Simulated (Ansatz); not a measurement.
**CH7NSn: up Jacob's ladder to CCSD(T)**

An exercise on one series of results from a longer session: the logs are not shown, and one member is left open.

The runs use Ansatz 0.2.0, Gaussian basis; functionals in def2-TZVPP, the program's frozen cores in correlated methods.

Levels to be run: LDA (SPW92), PBE-D4, revPBE-D4, BLYP-D4, r2SCAN-D4, B97M-V, PBE0-D4, B3LYP-D4, r2SCANh-D4, r2SCAN0-D4, HSE06-D4, BHLYP-D4, CAM-B3LYP-D4, LC-ωPBE, ωB97X-V, ωB97M-V, B2PLYP, PBE-QIDH; CCSD(T)/def2-SVP; CCSD(T)/def2-TZVPP; CCSD(T)/def2-QZVPP; extrapolation to the limit; RPA on PBE.

### Structure used throughout

An earlier PBE0-D4 in a triple-zeta def2 set relaxation fixed the geometry. Sn takes the def2 core potential; no spin-orbit term is included.

SMILES `C[NH][SnH3]`, 10 atoms, charge 0, spin multiplicity 1.

Atoms are counted from 1 here; the program's logs count them from 0.

Bond lengths: C1–N2 1.451 Å, C1–H4 1.095 Å, C1–H5 1.094 Å, C1–H6 1.101 Å, N2–Sn3 2.028 Å, N2–H7 1.011 Å, Sn3–H8 1.704 Å, Sn3–H9 1.706 Å, Sn3–H10 1.718 Å. Angles: N2–C1–H4 110.3°, N2–C1–H5 109.7°, N2–C1–H6 115.1°, H4–C1–H5 106.6°, H4–C1–H6 107.5°, H5–C1–H6 107.2°, C1–N2–Sn3 118.3°, C1–N2–H7 111.0°, Sn3–N2–H7 112.4°, N2–Sn3–H8 106.4°, N2–Sn3–H9 105.8°, N2–Sn3–H10 112.2°, H8–Sn3–H9 112.5°, H8–Sn3–H10 110.6°, H9–Sn3–H10 109.3°.

Set-up of the first run:

File in.yaml:

```yaml
crystal:
  periodic: [false, false, false]
  atoms:
    - {symbol: C, position_ang: [-0.898446, 0.757993, -0.879170]}
    - {symbol: N, position_ang: [-0.342956, -0.532886, -0.516509]}
    - {symbol: Sn, position_ang: [0.897283, -0.629450, 1.085140]}
    - {symbol: H, position_ang: [-1.664191, 0.637551, -1.652701]}
    - {symbol: H, position_ang: [-1.396808, 1.201089, -0.011715]}
    - {symbol: H, position_ang: [-0.168248, 1.494610, -1.247497]}
    - {symbol: H, position_ang: [0.037260, -1.003997, -1.326231]}
    - {symbol: H, position_ang: [1.451683, -2.238972, 1.169911]}
    - {symbol: H, position_ang: [-0.052597, -0.195492, 2.433722]}
    - {symbol: H, position_ang: [2.220221, 0.458355, 0.947950]}
basis:
  gaussian: {orbitals: def2-TZVPP}
hamiltonian: {xc: lda}
output: {orbitals: {seedname: orbitals}}
```

Launch:

```sh
$ ansatz run in.yaml --threads 2 --pin off --events-out ev --progress --plain --max-ram 32768MiB --backend cpu
```

Steps of the session up to this table: LDA; PBE-D4 (GGA); revPBE-D4 (GGA); BLYP-D4 (GGA); r2SCAN-D4 (meta-GGA); B97M-V (meta-GGA); B3LYP-D4 (hybrid); r2SCANh-D4 (hybrid); r2SCAN0-D4 (hybrid); HSE06-D4 (hybrid); BHLYP-D4 (hybrid); CAM-B3LYP-D4 (range-separated); LC-ωPBE (range-separated); ωB97X-V (range-separated); ωB97M-V (range-separated); B2PLYP (double hybrid); PBE-QIDH (double hybrid).

One table of the session follows, with a row left open; its other results are not shown here.

It belongs to the step «Orbital energies across the functionals». 

| functional | HOMO (eV) | gap (eV) |
| --- | --- | --- |
| LDA (SPW92) | ? | ? |
| PBE-D4 | -5.15 | 4.34 |
| revPBE-D4 | -5.10 | 4.39 |
| BLYP-D4 | -5.04 | 4.29 |
| r2SCAN-D4 | -5.40 | 5.01 |
| B97M-V | -5.56 | 4.87 |
| PBE0-D4 | -6.50 | 6.46 |
| B3LYP-D4 | -6.28 | 5.98 |
| r2SCANh-D4 | -5.91 | 5.77 |
| r2SCAN0-D4 | -6.68 | 6.91 |
| HSE06-D4 | -6.09 | 5.70 |
| BHLYP-D4 | -7.79 | 8.41 |
| CAM-B3LYP-D4 | -7.89 | 8.65 |
| LC-ωPBE | -9.24 | 11.12 |
| ωB97X-V | -8.90 | 10.63 |
| ωB97M-V | -8.82 | 10.17 |

Q: Estimate the row for LDA (SPW92) from the others.

The run gave: HOMO (eV): -5.24; gap (eV): 4.23. In the column «HOMO (eV)» it lies between r2SCAN-D4 (-5.40) and PBE-D4 (-5.15).
